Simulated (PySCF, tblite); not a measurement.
# CH7AlO3Si2, a small gas-phase stand-in for a defect centre: NMR shifts, core binding energies and electronic excitations, part 2 of 2

tblite 0.8.0 and PySCF 2.14.0. Atoms count from 0, parts from 1.

### Step 5. Core-electron binding energies: SCAN, X2C

What the job is given:

```
{"job": {"kind": "xps", "holes": 5}, "charge": 0, "multiplicity": 1}
Si     0.895617     0.634072     2.198237
C     -0.521669    -0.688168     1.973952
Si    -1.412477    -0.614286     0.342423
O      1.278866     0.917127     0.623399
Al     1.012087     0.766703    -1.076350
O      1.999954    -0.221830    -2.044591
O      0.097019     2.000402    -1.802764
H     -0.020765    -1.672847     2.071394
H     -1.228240    -0.625443     2.819849
H     -2.178609     0.650482     0.167347
H     -0.380057    -0.643741    -0.783647
H     -2.275464    -1.785996     0.007298
H      2.630205    -0.870341    -1.731204
H      0.097155     2.139618    -2.750594
```

Method: delta-SCF UKS SCAN, pcX-2 on the ionised atom, pcseg-1 elsewhere, spin-free X2C.

Log:

```text
ground state, core basis on atom 0 (Si), 187 functions
  cycle   1  E = -1090.79560268  |g| = 1.36e+00
  cycle   2  E = -1089.12755906  |g| = 2.99e+00
  cycle   3  E = -1091.10076251  |g| = 4.94e-01
  cycle   4  E = -1091.15164365  |g| = 2.07e-01
  cycle   5  E = -1091.16019588  |g| = 5.25e-02
  cycle   6  E = -1091.16076746  |g| = 1.98e-02
  cycle   7  E = -1091.16085972  |g| = 5.45e-03
  cycle   8  E = -1091.16086742  |g| = 1.62e-03
  cycle   9  E = -1091.16086930  |g| = 7.57e-04
  cycle  10  E = -1091.16086921  |g| = 2.05e-04
  E(ground) = -1091.22659041 Eh
hole in Si 2p of atom 0
  cycle   1  E = -1086.87281934  |g| = 1.22e+00
  cycle   2  E = -1084.79569216  |g| = 1.93e+00
  cycle   3  E = -1086.80279814  |g| = 9.03e-01
  cycle   4  E = -1087.17047316  |g| = 1.60e-01
  cycle   5  E = -1087.16925096  |g| = 2.08e-01
  cycle   6  E = -1087.18897374  |g| = 1.05e-01
  cycle   7  E = -1087.19374145  |g| = 1.99e-02
  cycle   8  E = -1087.19387622  |g| = 1.26e-02
  cycle   9  E = -1087.19397278  |g| = 2.72e-03
  cycle  10  E = -1087.19397637  |g| = 1.73e-03
  cycle  11  E = -1087.19397868  |g| = 7.49e-04
  cycle  12  E = -1087.19397972  |g| = 1.93e-04
  E(ion) = -1087.27083003 Eh   <S^2> = 0.7613   hole on atom = 1.003   binding energy = 107.642 eV
  2p3/2 = 107.298 eV   2p1/2 = 107.944 eV
ground state, core basis on atom 1 (C), 176 functions
  cycle   1  E = -1091.05924378  |g| = 6.37e-02
  cycle   2  E = -1091.05884549  |g| = 5.38e-02
  cycle   3  E = -1091.05916250  |g| = 4.09e-02
  cycle   4  E = -1091.05947428  |g| = 1.09e-02
  cycle   5  E = -1091.05950601  |g| = 1.69e-03
  cycle   6  E = -1091.05950598  |g| = 3.09e-04
  E(ground) = -1091.16734354 Eh
hole in C 1s of atom 1
  cycle   1  E = -1079.81982047  |g| = 1.51e+00
  cycle   2  E = -1078.36700847  |g| = 2.14e+00
  cycle   3  E = -1080.27243460  |g| = 5.38e-01
  cycle   4  E = -1080.31874163  |g| = 4.79e-01
  cycle   5  E = -1080.40157769  |g| = 1.45e-01
  cycle   6  E = -1080.40828761  |g| = 7.11e-02
  cycle   7  E = -1080.41031182  |g| = 1.21e-02
  cycle   8  E = -1080.41038808  |g| = 3.61e-03
  cycle   9  E = -1080.41039931  |g| = 2.43e-03
  cycle  10  E = -1080.41040202  |g| = 1.42e-03
  cycle  11  E = -1080.41040337  |g| = 4.99e-04
  E(ion) = -1080.51665446 Eh   <S^2> = 0.7691   hole on atom = 1.000   binding energy = 289.820 eV
ground state, core basis on atom 2 (Si), 187 functions
  cycle   1  E = -1091.15271423  |g| = 2.87e-01
  cycle   2  E = -1091.15277645  |g| = 3.43e-02
  cycle   3  E = -1091.15272382  |g| = 2.77e-02
  cycle   4  E = -1091.15283122  |g| = 1.26e-02
  cycle   5  E = -1091.15286914  |g| = 2.61e-03
  cycle   6  E = -1091.15287027  |g| = 4.33e-04
  E(ground) = -1091.21896440 Eh
hole in Si 2p of atom 2
  cycle   1  E = -1086.86308303  |g| = 1.24e+00
  cycle   2  E = -1085.90720688  |g| = 1.51e+00
  cycle   3  E = -1087.01612573  |g| = 4.92e-01
  cycle   4  E = -1087.18556540  |g| = 1.64e-01
  cycle   5  E = -1087.18576317  |g| = 1.44e-01
  cycle   6  E = -1087.19558955  |g| = 2.43e-02
  cycle   7  E = -1087.19582866  |g| = 1.32e-02
  cycle   8  E = -1087.19589218  |g| = 4.67e-03
  cycle   9  E = -1087.19590091  |g| = 1.80e-03
  cycle  10  E = -1087.19590124  |g| = 5.13e-04
  cycle  11  E = -1087.19590091  |g| = 2.21e-04
  E(ion) = -1087.27257801 Eh   <S^2> = 0.7526   hole on atom = 1.002   binding energy = 107.387 eV
  2p3/2 = 107.144 eV   2p1/2 = 107.768 eV
ground state, core basis on atom 3 (O), 176 functions
  cycle   1  E = -1091.09378666  |g| = 1.18e-01
  cycle   2  E = -1091.08870598  |g| = 1.81e-01
  cycle   3  E = -1091.09435660  |g| = 5.49e-02
  cycle   4  E = -1091.09491089  |g| = 8.08e-03
  cycle   5  E = -1091.09493514  |g| = 2.01e-03
  cycle   6  E = -1091.09493469  |g| = 4.32e-04
  E(ground) = -1091.19852338 Eh
hole in O 1s of atom 3
  cycle   1  E = -1070.50273182  |g| = 2.23e+00
  cycle   2  E = -1069.97721267  |g| = 2.24e+00
  cycle   3  E = -1071.28094420  |g| = 4.46e-01
  cycle   4  E = -1071.29958115  |g| = 3.40e-01
  cycle   5  E = -1071.34909341  |g| = 7.28e-02
  cycle   6  E = -1071.35059137  |g| = 3.39e-02
  cycle   7  E = -1071.35116512  |g| = 8.03e-03
  cycle   8  E = -1071.35119294  |g| = 2.96e-03
  cycle   9  E = -1071.35119561  |g| = 1.69e-03
  cycle  10  E = -1071.35119803  |g| = 3.73e-04
  E(ion) = -1071.45470998 Eh   <S^2> = 0.7633   hole on atom = 1.000   binding energy = 537.257 eV
ground state, core basis on atom 4 (Al), 187 functions
  cycle   1  E = -1091.14120803  |g| = 2.70e-01
  cycle   2  E = -1091.13218812  |g| = 2.50e-01
  cycle   3  E = -1091.13692778  |g| = 1.87e-01
  cycle   4  E = -1091.14393740  |g| = 2.67e-02
  cycle   5  E = -1091.14409636  |g| = 4.89e-03
  cycle   6  E = -1091.14409848  |g| = 1.33e-03
  cycle   7  E = -1091.14409927  |g| = 3.58e-04
  E(ground) = -1091.21579080 Eh
hole in Al 2p of atom 4
  cycle   1  E = -1087.89643466  |g| = 1.08e+00
  cycle   2  E = -1087.10836235  |g| = 1.30e+00
  cycle   3  E = -1087.96594192  |g| = 5.39e-01
  cycle   4  E = -1088.15234731  |g| = 1.79e-01
  cycle   5  E = -1088.15410419  |g| = 1.84e-01
  cycle   6  E = -1088.16723878  |g| = 2.89e-02
  cycle   7  E = -1088.16757208  |g| = 1.46e-02
  cycle   8  E = -1088.16766534  |g| = 5.00e-03
  cycle   9  E = -1088.16767751  |g| = 1.63e-03
  cycle  10  E = -1088.16767950  |g| = 6.07e-04
  cycle  11  E = -1088.16767921  |g| = 2.20e-04
  E(ion) = -1088.24587601 Eh   <S^2> = 0.7525   hole on atom = 1.004   binding energy = 80.815 eV
  2p3/2 = 80.450 eV   2p1/2 = 80.951 eV
```

Run time: 61 s. Hardware: 1 thread of Arm Neoverse V1, shared host; peak memory 0.69 GiB.

Binding energies by hole, beside the orbital energy of the ground state; the difference holds orbital relaxation and, for a density functional, its self-interaction error:

```
       hole  stands for                 environment  ΔSCF (eV; 2p as the shell's mean)  −ε (eV)   ⟨S²⟩
Si2p on Si0         Si0      silicon bonded to C, O                             107.51     96.6  0.761
  C1s on C1          C1  carbon bonded to 2 Si, 2 H                             289.82    273.5  0.769
Si2p on Si2         Si2    silicon bonded to C, 3 H                             107.35     96.8  0.753
  O1s on O3          O3     oxygen bonded to Al, Si                             537.26    516.3  0.763
Al2p on Al4         Al4     aluminium bonded to 3 O                              80.62     70.6  0.752
```

With the spin-orbit splitting: Si0 2p3/2 107.30, 2p1/2 107.94 eV; Si2 2p3/2 107.14, 2p1/2 107.77 eV; Al4 2p3/2 80.45, 2p1/2 80.95 eV. The table gives each 2p level as the mean over the whole 2p shell (two parts 2p3/2, one part 2p1/2), which differs a little from the single hole in the log.

### Step 6. TDDFT and polarisability: CAM-B3LYP/def2-SVPD

Settings changed since step 5:

```diff
@@ -1,2 +1,2 @@
-{"job": {"kind": "xps", "holes": 5}, "charge": 0, "multiplicity": 1}
+{"job": {"kind": "uv", "xc": "CAM-B3LYP", "basis": "def2-SVPD", "nstates": 6, "ntriplets": 2, "ip": true}, "charge": 0, "multiplicity": 1}
 Si     0.895617     0.634072     2.198237
```

Level: TDDFT CAM-B3LYP/def2-SVPD, vertical, gas phase, core orbitals frozen in the response.

Log:

```text
coarse grid: 13560 points
cycle   1  E = -1088.5833941232  dE =  5.296e-01  |g| = 1.273e+00  |ddm| = 5.135e+00
cycle   2  E = -1088.2120276213  dE =  3.714e-01  |g| = 1.898e+00  |ddm| = 4.498e+00
cycle   3  E = -1088.9028876597  dE = -6.909e-01  |g| = 1.538e-01  |ddm| = 2.495e+00
cycle   4  E = -1088.9061995299  dE = -3.312e-03  |g| = 9.652e-02  |ddm| = 3.304e-01
cycle   5  E = -1088.9080429479  dE = -1.843e-03  |g| = 1.494e-02  |ddm| = 1.286e-01
cycle   6  E = -1088.9080887213  dE = -4.577e-05  |g| = 5.083e-03  |ddm| = 3.200e-02
cycle   7  E = -1088.9080964053  dE = -7.684e-06  |g| = 1.057e-03  |ddm| = 1.048e-02
final grid: 118184 points
cycle   8  E = -1089.0760212642  dE = -2.250e-05  |g| = 2.212e-03  |ddm| = 4.417e-02
cycle   9  E = -1089.0760213158  dE = -5.163e-08  |g| = 2.289e-03  |ddm| = 6.738e-03
cycle  10  E = -1089.0760226319  dE = -1.316e-06  |g| = 2.759e-04  |ddm| = 2.673e-03
cycle  11  E = -1089.0760226414  dE = -9.538e-09  |g| = 2.247e-04  |ddm| = 7.294e-04
cycle  12  E = -1089.0760226516  dE = -1.013e-08  |g| = 2.882e-05  |ddm| = 2.611e-04
cycle  13  E = -1089.0760226518  dE = -2.374e-10  |g| = 1.162e-05  |ddm| = 6.936e-05
converged SCF energy = -1089.0760226518

Static polarisability (au): isotropic 101.355, principal 87.905 106.168 109.991

Singlet excitations
state   eV       nm        f      main configurations
  1   3.3586    369.2   0.03055   H->L 0.98
  2   5.3279    232.7   0.03052   H->L+1 0.79
  3   5.8574    211.7   0.08745   H->L+2 0.82, H->L+3 0.09
  4   6.2243    199.2   0.10761   H->L+3 0.64, H->L+5 0.23
  5   6.3752    194.5   0.01183   H-3->L 0.43, H-4->L 0.20, H-2->L 0.15
  6   6.5255    190.0   0.00060   H->L+4 0.40, H->L+3 0.16, H->L+5 0.14

Triplet excitations (Tamm-Dancoff, eV): 1.9999 4.7235
Vertical ionisation energy (delta-SCF) = 8.3423 eV
Vertical electron affinity (delta-SCF) = 0.0595 eV
```

Run time: 2.2 min. Hardware: 1 thread of Arm Neoverse V1, shared host; peak memory 1.2 GiB.

Frontier orbitals and where they lie:

```
orbital      eV                        atoms
 HOMO−3  -10.80    O3 30 %, O5 25 %, O6 10 %
 HOMO−2  -10.53      O5 60 %, C1 5 %, O6 5 %
 HOMO−1  -10.39    O6 66 %, O5 12 %, Al4 5 %
   HOMO   -7.57   Si0 56 %, C1 21 %, O3 14 %
   LUMO   -0.69   Si0 60 %, O3 18 %, C1 12 %
 LUMO+1    0.19    Al4 46 %, O5 9 %, Si2 8 %
 LUMO+2    0.92  Si2 24 %, C1 13 %, Si0 10 %
```

With each of the 6 states as a Gaussian band of 0.4 eV half-width at 1/e, the curve within the window shown has maxima at 370 nm (ε 1,200), 204 nm (ε 6,700) L/(mol cm). Beyond the last state computed it falls off for lack of states. The curve at chosen wavelengths:

nm, ε (L/mol/cm) and a bar:
```
      182        614 ###
      193       4224 ###################
      203       6726 ##############################
      214       5279 ########################
      225       2914 #############
      235       1691 ########
      246        815 ####
      257        269 #
      267         70 
      278         12 
      289          7 
      299         25 
      310         92 
      321        246 #
      332        502 ##
      342        783 ###
      353       1060 #####
      364       1217 #####
      374       1224 #####
      385       1103 #####
      396        902 ####
      406        699 ###
      417        495 ##
      428        331 #
      438        220 #
      449        135 #
```

Ground-state properties from the same run:

```
           property  computed
  dipole moment (D)      2.68
polarisability (Å³)     15.02
 HOMO–LUMO gap (eV)      6.88
      −ε(HOMO) (eV)      7.57
```

### Step 7. Outcome

This closing draws on all 2 parts.

| quantity | value |
| --- | --- |
| point group | C1 |
| rotational constants (main isotopes) | 1.90, 1.03, 0.85 GHz |
| $^{13}$C shifts against TMS (PBE0/pcSseg-1) | 26.8 ppm |
| $^{1}$H shifts against TMS (PBE0/pcSseg-1) | 4.13, 4.11, 3.61, 1.29, 1.21, 1.12, -0.46 ppm |
| $^{29}$Si shifts against TMS (PBE0/pcSseg-1) | 329.4, -65.3 ppm |
| $^{17}$O shifts against H2O (PBE0/pcSseg-1) | 287.8, 21.0, 11.5 ppm |
| $^{27}$Al shifts against AlH4- (PBE0/pcSseg-1) | -2.1 ppm |
| Si2p binding energies, SCAN/pcX-2 | Si0 107.51, Si2 107.35 eV |
| C1s binding energies, SCAN/pcX-2 | C1 289.82 eV |
| O1s binding energies, SCAN/pcX-2 (standing for 1 of 3 atoms) | O3 537.26 eV |
| Al2p binding energies, SCAN/pcX-2 | Al4 80.62 eV |
| lowest singlet (CAM-B3LYP/def2-SVPD) | 3.36 eV (369 nm), f = 0.031 |
| brightest single state of those computed | state 4, 6.22 eV, f = 0.108 |
| lowest triplet | 2.00 eV |
| vertical ionisation energy (ΔSCF) | 8.34 eV |
| vertical electron affinity (ΔSCF) | 0.06 eV |

What this shows: The start of the PBE0/def2-SVP relaxation was shaken at random by about 0.01 Å, so part of the energy gained, and of the first lengths quoted, undoes that. The optimisation took 30 steps and gained 0.417 eV; among the close pairs (by a distance rule), Al4–H10 changed most, from 1.833 to 2.003 Å (PBE0/def2-SVP). No frequency check was run at this level, so the end point may be a saddle. Hydrogens of an XH3 group are listed apart at this fixed geometry; free rotation makes them one line at their mean. At PBE0/pcSseg-1: The widest tensor belongs to Si0: span 888 ppm, with a paramagnetic part of -854 ppm. At SCAN/pcX-2: The Si2p levels kept as sound span 0.16 eV, from Si2 (silicon bonded to C, 3 H) up to Si0 (silicon bonded to C, O). The first singlet state (HOMO→LUMO 0.98) lies at 3.36 eV and is weak; of the 6 states computed, the strongest absorption comes from state 4 at 6.22 eV. The lowest triplet lies 1.36 eV below the lowest singlet (triplets in Tamm-Dancoff, singlets in full TDDFT). ΔSCF puts the ionisation energy at 8.34 eV, 0.77 eV above −ε(HOMO). A capped cluster stands for the solid here, so long-range fields and strain are missing, and bands or shifts of the capping hydrogens have no counterpart in it.
